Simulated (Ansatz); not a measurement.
# Bi: stress in a strained cell

Aim: deform Bi (equal xy, yz and zx engineering shear strains of -1 %) and compute stress, forces and field gradients with LAPW, PAW and all-electron datasets made for the crystal.

Program: Ansatz 0.2.0. Level of theory: DFT PBEsol, scalar-relativistic. These are calculated values, not measurements.

## (1) Starting point

Symmetry: P6_3/mmc, No. 194, hexagonal system. The conventional cell has a = 4.539 Å, b = 4.539 Å, c = 11.829 Å, α = 90.00°, β = 90.00°, γ = 120.00°.

As a file:

```cif
data_structure
_symmetry_space_group_name_H-M 'P 1'
_symmetry_Int_Tables_number 1
_cell_length_a 4.5390
_cell_length_b 4.5390
_cell_length_c 11.8290
_cell_angle_alpha 90.000
_cell_angle_beta 90.000
_cell_angle_gamma 120.000
_cell_volume 211.06
loop_
_atom_site_label
_atom_site_type_symbol
_atom_site_fract_x
_atom_site_fract_y
_atom_site_fract_z
_atom_site_occupancy
Bi1 Bi 0.33333 0.66667 0.25000 1
Bi2 Bi 0.66667 0.33333 0.75000 1
```

Atoms are numbered in the order of the input: Bi1, Bi2.

## (2) The deformed structure

Space group P6_3/mmc before, P-1 after.

## (3) LAPW, all electrons

Contents of input.yaml:

```yaml
crystal:
  lattice:
    - [4.5390002997, -0.0226950015, -0.0226950015]
    - [-2.2891545977, 3.9422370682, -0.0083069471]
    - [-0.059145, -0.059145, 11.829]
  atoms:
    - { symbol: Bi, position: [0.3333333333, 0.6666666667, 0.25] }
    - { symbol: Bi, position: [0.6666666667, 0.3333333333, 0.75] }
kpoints:
  mp_grid: { grid: [9, 9, 3] }
  band_path:
    path:
      - [0.0, 0.0, 0.0]
      - [0.0, 0.0, 0.5]
      - [-0.5, 0.5, 0.0]
      - [0.0, 0.0, 0.0]
      - [0.0, -0.5, 0.0]
      - [-0.5, 0.0, 0.5]
      - [0.0, 0.0, 0.0]
      - [-0.5, 0.0, 0.0]
      - [0.0, -0.5, 0.5]
    npoints: 5
scf:
  occupations: { method: fermi_dirac, width: 0.08 }
hamiltonian:
  xc: pbesol
  pseudopotentials: { kind: all_electron, lapw: { basis_error: 0.00025 } }
output:
  forces: true
  stress: true
  eigenvalues: true
```

The run is started by

```console
> ansatz run input.yaml --threads 1 --pin off --max-ram 3072MiB --backend cpu --events-out ev --progress --plain --runs-dir out
```

## (4) PAW on the default files

Contents of input.yaml:

```yaml
crystal:
  lattice:
    - [4.5390002997, -0.0226950015, -0.0226950015]
    - [-2.2891545977, 3.9422370682, -0.0083069471]
    - [-0.059145, -0.059145, 11.829]
  atoms:
    - { symbol: Bi, position: [0.3333333333, 0.6666666667, 0.25] }
    - { symbol: Bi, position: [0.6666666667, 0.3333333333, 0.75] }
kpoints:
  mp_grid: { grid: [9, 9, 3] }
scf:
  occupations: { method: fermi_dirac, width: 0.08 }
hamiltonian:
  xc: pbesol
  pseudopotentials: { kind: paw }
output:
  forces: true
  stress: true
  eigenvalues: true
  efg: { contact_densities: true }
```

## (5) All-electron PAW on datasets made for the crystal

input.yaml: that of step 4 with these lines changed.

```diff
@@ -14,3 +14,3 @@
   xc: pbesol
-  pseudopotentials: { kind: paw }
+  pseudopotentials: { kind: all_electron, datasets: crystal }
 output:
```

(Steps that only read results are left out.)

What does the calculation give? Wanted: pressure; largest shear or deviatoric stress.

The runs gave:

| quantity | value |
| --- | --- |
| pressure | LAPW -3.44, PAW -3.44, crystal datasets -3.44 GPa |
| largest shear or deviatoric stress (LAPW) | 3.08 GPa |

In words: The largest part of the stress beyond the pressure is 3.08 GPa in size, in the zz component; the atoms are carried along and not relaxed. No run of the undeformed cell stands beside it, so the pressure holds what the given cell had before the change. PAW: stress within 0.01 GPa of LAPW. Crystal datasets: stress within 0.01 GPa of LAPW. Spin-orbit coupling is left out, though the cell holds Bi; in elements this heavy it can shift bands and gaps by tenths of an eV.
